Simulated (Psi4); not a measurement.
# One shape, several levels: doublet [SiF4]+

We compute a comparison of 3 runs (U-r2SCAN/6-311+G**, UBLYP/6-311+G**, UTPSS/6-311+G**) of doublet [SiF4]+. 

The calculation is run with Psi4 1.11.

5 further runs of the same task are left out: 4 that didn't finish, 1 set aside as unsound or not needed.

### 1 The system as given

[SiF4]+: 5 atoms, total charge +1, spin state doublet. As SMILES of the parent species, `F[Si](F)(F)F`. Geometry: relaxed at PBE0-D4/def2-TZVP. That shape belongs to the parent species and isn't relaxed for this state.

Bond lengths: F1–Si2 1.562 Å, Si2–F3 1.562 Å, Si2–F4 1.562 Å, Si2–F5 1.562 Å. Angles: F1–Si2–F3 109.5°, F1–Si2–F4 109.5°, F1–Si2–F5 109.5°, F3–Si2–F4 109.5°, F3–Si2–F5 109.5°, F4–Si2–F5 109.5°.

### 2 Energy and forces at U-r2SCAN/6-311+G(d,p) (run 1)

Input file input.in:

```
memory 1600 MB

molecule {
  1 2
  F      0.143200    -0.791930     1.338460
  Si     0.000000     0.000000     0.000000
  F     -1.047100     1.144420     0.181750
  F     -0.477230    -0.967810    -1.129040
  F      1.381130     0.615320    -0.391170
  symmetry c1
  no_reorient
  no_com
}

set {
  basis 6-311+G**
  reference uks
  puream true
  e_convergence 1e-09
  d_convergence 1e-08
  scf_type pk
  dft_radial_points 99
  dft_spherical_points 590
  maxiter 100
}

E, wfn = gradient("r2scan", return_wfn=True)
oeprop(wfn, "LOWDIN_CHARGES", "DIPOLE", "WIBERG_LOWDIN_INDICES")
```

The run is started by

```bash
$ psi4 -n 1 input.in input.out
```

input.out:

```text
[...]
  Running in c1 symmetry.
[...]
  Nuclear repulsion =  271.610939525492370
[...]
  Multiplicity = 2
[...]
  Nalpha       = 25
  Nbeta        = 24
[...]
    Number of basis functions: 118
[...]
   @UKS iter   1:  -688.43319649561215    1.90229e-01   4.62121e-03 ADIIS/DIIS
[...]
   @UKS iter  23:  -688.51343828975678   -5.45697e-12   7.63293e-09 DIIS
[...]
   @S^2 Observed:                7.538564396E-01
[...]
  @UKS Final Energy:  -688.51343828975678
   => Energetics <=
    Nuclear Repulsion Energy =            271.6109395254923697
    One-Electron Energy =               -1483.9662834338387256
    Two-Electron Energy =                 586.2492696708222866
    DFT Exchange-Correlation Energy =     -62.4073640522326301
    Empirical Dispersion Energy =           0.0000000000000000
    VV10 Nonlocal Energy =                  0.0000000000000000
    Total Energy =                       -688.5134382897567775
[...]
  -Total Gradient:
     Atom            X                  Y                   Z
    ------   -----------------  -----------------  -----------------
       1        0.001318424229     0.012223160743    -0.019045076217
       2       -0.000001244712     0.000002300495     0.000002358912
       3        0.013102686735    -0.017817309474    -0.005164275964
       4        0.003987287402     0.015916970620     0.015764710542
       5       -0.018359659174    -0.010173129085     0.008489065310
[...]
 Multipole Moments:
 ------------------------------------------------------------------------------------
     Multipole            Electronic (a.u.)      Nuclear  (a.u.)        Total (a.u.)
 ------------------------------------------------------------------------------------
 L = 1.  Multiply by 2.5417464519 to convert [e a0] to [Debye]
 Dipole X            :          0.0000066            0.0000000            0.0000066
 Dipole Y            :          0.0000161           -0.0000000            0.0000161
 Dipole Z            :          0.0000028           -0.0000000            0.0000028
 Magnitude           :                                                    0.0000176
[...]
```

Wall time 58 s (1 thread of AMD EPYC 9R45 (Zen 5), shared host); peak memory 0.72 GiB.

### 3 A single-point energy at UBLYP/6-311+G(d,p) (run 2)

Input file job.py:

```python
import psi4

psi4.set_memory('1600 MB')
psi4.set_num_threads(1)
psi4.core.set_output_file('output.dat', False)

m = psi4.geometry("""
1 2
F
Si 1 1.561773
F 2 1.561777 1 109.46955
F 2 1.561773 1 109.472 3 -120.00035
F 2 1.561779 1 109.47197 3 120.00071
symmetry c1
""")

options = {'basis': '6-311+G**', 'reference': 'uks', 'puream': True, 'e_convergence': 1e-09, 'd_convergence': 1e-08, 'scf_type': 'pk', 'dft_radial_points': 99, 'dft_spherical_points': 590, 'maxiter': 100}
psi4.set_options(options)

E, wfn = psi4.energy('BLYP', return_wfn=True)
psi4.oeprop(wfn, 'MAYER_INDICES', 'LOWDIN_CHARGES', 'MULLIKEN_CHARGES', title='BLYP')
print('E =', round(E, 9))
```

The run is started by

```bash
$ python job.py
```

output.dat:

```text
[...]
  Running in c1 symmetry.
[...]
  Nuclear repulsion =  271.610953926185402
[...]
  Multiplicity = 2
[...]
  Nalpha       = 25
  Nbeta        = 24
[...]
    Number of basis functions: 118
[...]
   @UKS iter   1:  -688.58347485781394    2.72206e-01   5.40917e-03 ADIIS/DIIS
[...]
   @UKS iter  41:  -688.69266959385811   -1.36424e-12   4.97679e-09 DIIS
[...]
   @S^2 Observed:                7.520210377E-01
[...]
  @UKS Final Energy:  -688.69266959385811
   => Energetics <=
    Nuclear Repulsion Energy =            271.6109539261854025
    One-Electron Energy =               -1483.9411024915239068
    Two-Electron Energy =                 586.2044947982830081
    DFT Exchange-Correlation Energy =     -62.5670158268026455
    Empirical Dispersion Energy =           0.0000000000000000
    VV10 Nonlocal Energy =                  0.0000000000000000
    Total Energy =                       -688.6926695938581133
[...]
 Multipole Moments:
 ------------------------------------------------------------------------------------
     Multipole            Electronic (a.u.)      Nuclear  (a.u.)        Total (a.u.)
 ------------------------------------------------------------------------------------
 L = 1.  Multiply by 2.5417464519 to convert [e a0] to [Debye]
 Dipole X            :          0.0000068           -0.0000001            0.0000067
 Dipole Y            :         -0.0000032           -0.0000001           -0.0000033
 Dipole Z            :          0.0000037            0.0000001            0.0000038
 Magnitude           :                                                    0.0000084
[...]
  Mulliken Charges: (a.u.)
   Center  Symbol    Alpha    Beta     Spin     Total
       1     F     4.68084  4.41501  0.26583 -0.09586
       2    SI     6.27664  6.33995 -0.06332  1.38341
       3     F     4.68084  4.41501  0.26583 -0.09585
       4     F     4.68084  4.41502  0.26582 -0.09586
       5     F     4.68084  4.41501  0.26583 -0.09585
   Total alpha = 25.00000, Total beta = 24.00000, Total charge =  1.00000
  Lowdin Charges: (a.u.)
   Center  Symbol    Alpha    Beta     Spin     Total
       1     F     4.65251  4.39214  0.26037 -0.04466
[...]
```

On the terminal:

```text
E = -688.692669594
```

Run time: 35 s. Hardware: 1 thread of AMD EPYC 9R45 (Zen 5), shared host; peak memory 0.71 GiB.

### 4 The energy at UTPSS/6-311+G(d,p) (run 3)

Input file f4si.dat:

```
memory 1.6 GB

molecule molecule1 {
  1 2
  F
  Si 1 1.561773
  F 2 1.561777 1 109.46955
  F 2 1.561773 1 109.472 3 -120.00035
  F 2 1.561779 1 109.47197 3 120.00071
  symmetry c1
  no_reorient
  no_com
}

set {
  basis                6-311+G**
  reference            uks
  puream               true
  e_convergence        1e-09
  d_convergence        1e-08
  scf_type             pk
  dft_radial_points    99
  dft_spherical_points 590
  maxiter              100
}

energy('tpss')
```

The run is started by

```bash
$ psi4 -n 1 f4si.dat f4si.out
```

f4si.out:

```text
[...]
  Running in c1 symmetry.
[...]
  Nuclear repulsion =  271.610953926185402
[...]
  Multiplicity = 2
[...]
  Nalpha       = 25
  Nbeta        = 24
[...]
    Number of basis functions: 118
[...]
   @UKS iter   1:  -688.66608047200248    2.19716e-01   4.73593e-03 ADIIS/DIIS
[...]
   @UKS iter  22:  -688.74562440071327   -4.66116e-12   3.94322e-09 DIIS
[...]
   @S^2 Observed:                7.526117523E-01
[...]
    Orbital Energies [Eh]
    ---------------------
    Alpha Occupied:
       1A    -66.105049     2A    -24.769937     3A    -24.769937
       4A    -24.769936     5A    -24.769933     6A     -5.545265
       7A     -3.920339     8A     -3.920339     9A     -3.920219
      10A     -1.505306    11A     -1.471551    12A     -1.471550
      13A     -1.471416    14A     -0.859219    15A     -0.795586
      16A     -0.795583    17A     -0.790499    18A     -0.757829
      19A     -0.741046    20A     -0.741046    21A     -0.735105
      22A     -0.727774    23A     -0.716794    24A     -0.696381
      25A     -0.696380
    Alpha Virtual:
[...]
  @UKS Final Energy:  -688.74562440071327
   => Energetics <=
    Nuclear Repulsion Energy =            271.6109539261854025
    One-Electron Energy =               -1484.0342515754402939
    Two-Electron Energy =                 586.2991014321694365
    DFT Exchange-Correlation Energy =     -62.6214281836277564
    Empirical Dispersion Energy =           0.0000000000000000
    VV10 Nonlocal Energy =                  0.0000000000000000
    Total Energy =                       -688.7456244007132682
[...]
 Multipole Moments:
 ------------------------------------------------------------------------------------
     Multipole            Electronic (a.u.)      Nuclear  (a.u.)        Total (a.u.)
 ------------------------------------------------------------------------------------
 L = 1.  Multiply by 2.5417464519 to convert [e a0] to [Debye]
 Dipole X            :          0.0000013           -0.0000001            0.0000012
 Dipole Y            :         -0.0000157           -0.0000001           -0.0000159
 Dipole Z            :          0.0000087            0.0000001            0.0000088
 Magnitude           :                                                    0.0000182
[...]
```

Run time: 57 s. Hardware: 1 thread of AMD EPYC 9R45 (Zen 5), shared host; peak memory 0.72 GiB.

### 5 All runs side by side

| run | level | task | properties | energy (Eh) | HOMO energy (eV) | LUMO energy (eV) | ⟨S²⟩ | wall time |
| --- | --- | --- | --- | --- | --- | --- | --- | --- |
| 1 | U-r2SCAN/6-311+G** | gradient | (lowdin, dipole, wiberg) | -688.513438 | -18.94 | -18.68 | 0.754 | 58 s |
| 2 | UBLYP/6-311+G** | energy | (mayer, lowdin, mulliken) | -688.692670 | -18.38 | -18.30 | 0.752 | 35 s |
| 3 | UTPSS/6-311+G** | energy | – | -688.745624 | -18.57 | -18.37 | 0.753 | 57 s |

### 6 Summary of results

| quantity | value |
| --- | --- |
| run 3: total energy | -688.74562 Eh |
| run 3: HOMO energy (highest over α and β) | -18.57 eV |
| run 3: LUMO energy (lowest over α and β) | -18.37 eV |
| run 3: ⟨S²⟩ | 0.753 |

What this shows: Totals of different functionals can't be ranked against each other. All runs together took 2.5 min, the longest 58 s.
